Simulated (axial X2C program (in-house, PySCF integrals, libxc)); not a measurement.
# IErI⁺: the levels of the configuration f11 s0

Aim: the spin–orbit levels of IErI⁺ that arise from the configuration f11 s0 of Er, and how they move with the bond.

Program: an in-house X2C program for linear molecules on PySCF integrals. Level of theory: two-component X2C, average-of-configuration Hartree–Fock and CI in the open shells. These are calculated values, not measurements.

All values are calculated.

## Step 1: Set-up

task.json

```json
{"zs": [53, 68, 53], "q": 1, "bas": ["dyall-v3z", "dyall-v3z", "dyall-v3z"], "r0": 2.98, "metal": 1, "shells": [[3, [0, 1, 2, 3], 11], [0, [0], 0]], "fix": 0, "emax": 2.2, "nroots": 4}
```

Keys: zs atomic numbers; q charge; bas basis sets; r0 starting distance in Å; metal index of the metal atom; shells open shells as [l, |m| values, electrons]; fix electron count of the first shell held; emax energy window in eV; nroots roots for each Ω.

The run is started by

```bash
> python soci.py task.json out
```

Two-component X2C with atomic mean-field Coulomb and Gaunt terms, basis I dyall-v3z, Er dyall-v3z (cores contracted in-house). Orbitals come from Hartree–Fock averaged over the configuration Er f11 s0; CI then distributes these electrons over the f, s shells of Er.

## Step 2: CI at I–Er–I held linear, both bonds 2.792 Å

Output:

```text
average of configuration f11 s0
basis functions 370  fitting functions 1942
iter      average energy  largest gradient
   1     -27294.519726610   5.54e+01
   2     -27296.352197536   3.54e+01
   3     -27297.465143883   1.17e+00
   4     -27297.524396093   1.20e+00
   5     -27297.531114244   3.95e-01
   6     -27297.532774263   1.67e-01
   7     -27297.533186774   1.41e-02
   8     -27297.533208289   4.10e-03
   9     -27297.533211687   1.72e-03
  10     -27297.533212178   1.78e-03
  11     -27297.533212251   4.05e-04
  12     -27297.533212258   1.95e-04
  13     -27297.533212259   4.90e-05
  14     -27297.533212259   1.10e-05
converged
CI levels
2*Omega        energy/Eh    cm-1   g(par)  dipole/D  leading shell counts
    1    -27297.72872057        0   1.205   13.411  {'11 0': 1.0}
    3    -27297.72858797       29   3.612   13.411  {'11 0': 1.0}
    5    -27297.72833802       84   6.013   13.411  {'11 0': 1.0}
    7    -27297.72799167      160   8.408   13.411  {'11 0': 1.0}
    9    -27297.72755494      256  10.802   13.411  {'11 0': 1.0}
   11    -27297.72698803      380  13.201   13.411  {'11 0': 1.0}
   13    -27297.72616709      560  15.598   13.411  {'11 0': 1.0}
   15    -27297.72483271      853  17.965   13.411  {'11 0': 1.0}
    1    -27297.70036628     6223   1.117   13.411  {'11 0': 1.0}
    3    -27297.70023862     6251   3.347   13.411  {'11 0': 1.0}
    5    -27297.69998257     6307   5.565   13.411  {'11 0': 1.0}
    7    -27297.69959149     6393   7.778   13.411  {'11 0': 1.0}
    9    -27297.69904134     6514   9.998   13.411  {'11 0': 1.0}
   11    -27297.69826594     6684  12.215   13.411  {'11 0': 1.0}
   13    -27297.69708519     6943  14.361   13.411  {'11 0': 1.0}
    1    -27297.68246713    10151   0.976   13.411  {'11 0': 1.0}
    3    -27297.68232597    10182   2.921   13.411  {'11 0': 1.0}
    5    -27297.68203766    10246   4.858   13.411  {'11 0': 1.0}
    7    -27297.68158988    10344   6.813   13.411  {'11 0': 1.0}
    9    -27297.68095328    10484   8.795   13.411  {'11 0': 1.0}
   11    -27297.67999334    10694  10.710   13.411  {'11 0': 1.0}
    1    -27297.66988414    12913   0.762   13.411  {'11 0': 1.0}
    3    -27297.66964343    12966   2.305   13.411  {'11 0': 1.0}
    5    -27297.66930849    13039   3.879   13.411  {'11 0': 1.0}
    7    -27297.66894410    13119   5.466   13.411  {'11 0': 1.0}
    9    -27297.66798445    13330   7.059   13.411  {'11 0': 1.0}
```

Dipoles in the output refer to the first atom as origin, so for this ion they depend on that choice.

It took 9.1 s on 1 thread of Arm Neoverse V2, shared host; peak memory 0.84 GiB.

Active spinors (ω > 0; filled shells left out):

| shell | ω | ε (eV) | character |
| --- | --- | --- | --- |
| f | 5/2 | -23.61 | 100% Er f |
| f | 3/2 | -23.49 | 100% Er f |
| f | 1/2 | -23.39 | 100% Er f |
| f | 7/2 | -22.48 | 100% Er f |
| f | 5/2 | -22.39 | 100% Er f |
| f | 3/2 | -22.30 | 100% Er f |
| f | 1/2 | -22.24 | 100% Er f |
| s | 1/2 | -1.80 | 84% Er s, 10% Er d |

The levels:

| Ω | energy (cm⁻¹) | g∥ | configuration |
| --- | --- | --- | --- |
| 1/2 | 0 | 1.21 | 100% f11 |
| 3/2 | 29 | 3.61 | 100% f11 |
| 5/2 | 84 | 6.01 | 100% f11 |
| 7/2 | 160 | 8.41 | 100% f11 |
| 9/2 | 256 | 10.80 | 100% f11 |
| 11/2 | 380 | 13.20 | 100% f11 |
| 13/2 | 560 | 15.60 | 100% f11 |
| 15/2 | 853 | 17.97 | 100% f11 |
| 1/2 | 6223 | 1.12 | 100% f11 |
| 3/2 | 6251 | 3.35 | 100% f11 |
| 5/2 | 6307 | 5.56 | 100% f11 |
| 7/2 | 6393 | 7.78 | 100% f11 |
| 9/2 | 6514 | 10.00 | 100% f11 |
| 11/2 | 6684 | 12.22 | 100% f11 |
| 13/2 | 6943 | 14.36 | 100% f11 |
| 1/2 | 10151 | 0.98 | 100% f11 |
| 3/2 | 10182 | 2.92 | 100% f11 |
| 5/2 | 10246 | 4.86 | 100% f11 |
| 7/2 | 10344 | 6.81 | 100% f11 |
| 9/2 | 10484 | 8.80 | 100% f11 |

g∥ is the magnitude of 2⟨Lz + ge Sz⟩ for the +Ω component.

## Step 3: The same at I–Er–I held linear, both bonds 3.141 Å

| Ω | energy (cm⁻¹) | g∥ | configuration |
| --- | --- | --- | --- |
| 1/2 | 0 | 1.20 | 100% f11 |
| 3/2 | 28 | 3.61 | 100% f11 |
| 5/2 | 81 | 6.01 | 100% f11 |
| 7/2 | 154 | 8.41 | 100% f11 |
| 9/2 | 247 | 10.80 | 100% f11 |
| 11/2 | 365 | 13.20 | 100% f11 |
| 13/2 | 530 | 15.59 | 100% f11 |
| 15/2 | 790 | 17.97 | 100% f11 |
| 1/2 | 6222 | 1.12 | 100% f11 |
| 3/2 | 6250 | 3.35 | 100% f11 |

## Step 4: Curves along the symmetric stretch (R is each bond)

The same input was run at the other distances (logs left out). Energies in cm⁻¹ from the lowest point; levels are followed by energy order within each Ω.

| R (Å) | (1)Ω=1/2 | (1)Ω=3/2 | (1)Ω=5/2 | (1)Ω=7/2 | (1)Ω=9/2 | (1)Ω=11/2 | (1)Ω=13/2 |
| --- | --- | --- | --- | --- | --- | --- | --- |
| 2.597 | 4539 | 4562 | 4607 | 4672 | 4759 | 4879 | 5054 |
| 2.694 | 1020 | 1047 | 1099 | 1171 | 1264 | 1387 | 1566 |
| 2.792 | 0 | 29 | 84 | 160 | 256 | 380 | 560 |
| 2.904 | 1093 | 1123 | 1178 | 1256 | 1352 | 1476 | 1654 |
| 3.015 | 3840 | 3870 | 3924 | 4000 | 4096 | 4218 | 4391 |
| 3.141 | 8276 | 8304 | 8357 | 8430 | 8523 | 8641 | 8806 |
| 3.295 | 14814 | 14840 | 14889 | 14958 | 15046 | 15157 | 15312 |

Constants where the minimum is well bracketed:

| level of the curve | Te (cm⁻¹) | Re (Å) | ωe (cm⁻¹) |
| --- | --- | --- | --- |
| (1)Ω=1/2 | 0 | 2.791 | 160.5 |
| (1)Ω=3/2 | 29 | 2.791 | 160.5 |
| (1)Ω=5/2 | 84 | 2.791 | 160.4 |
| (1)Ω=7/2 | 160 | 2.791 | 160.3 |
| (1)Ω=9/2 | 256 | 2.791 | 160.2 |
| (1)Ω=11/2 | 380 | 2.791 | 160.2 |
| (1)Ω=13/2 | 560 | 2.791 | 160.0 |

## Step 5: Results

| quantity | value |
| --- | --- |
| lowest level of the model | Ω = 1/2, g∥ = 1.21, 100% f11 |
| next level | Ω = 3/2, 29 cm⁻¹ higher |
| lowest curve, Re and ωe | 2.791 Å, 160.5 cm⁻¹ |

In the lowest level ⟨Sz⟩ = 0.10 and ⟨Lz⟩ = 0.40; its leading determinant has weight 0.30 among 447. The 8 lowest levels are the Ω components of the Hund's-rule level 4I15/2 of f11 (free-ion gJ = 1.200), split by the axial field over 853 cm⁻¹. From 2.792 to 3.141 Å the gap from the lowest to the fifth level goes from 256 to 247 cm⁻¹. Without dynamic correlation distances can be off by several hundredths of an Å, and the wavenumbers are rough. There is no dynamic correlation: spin–orbit spacings and, for f shells, spacings inside one term are the most reliable numbers, splittings between terms come out too wide, and energies between configurations are not reliable, so the lowest level need not be the ground state of the molecule. At most 4 roots were kept for each Ω > 0 (twice that for Ω = 0) within 2.2 eV of the lowest, so higher up levels can be missing between those listed; levels with Ω > 0 are doubly degenerate and listed once, Ω = 0 levels singly. States that fill the shells left empty in the average are placed too high. The molecule was held linear; bending was not examined.
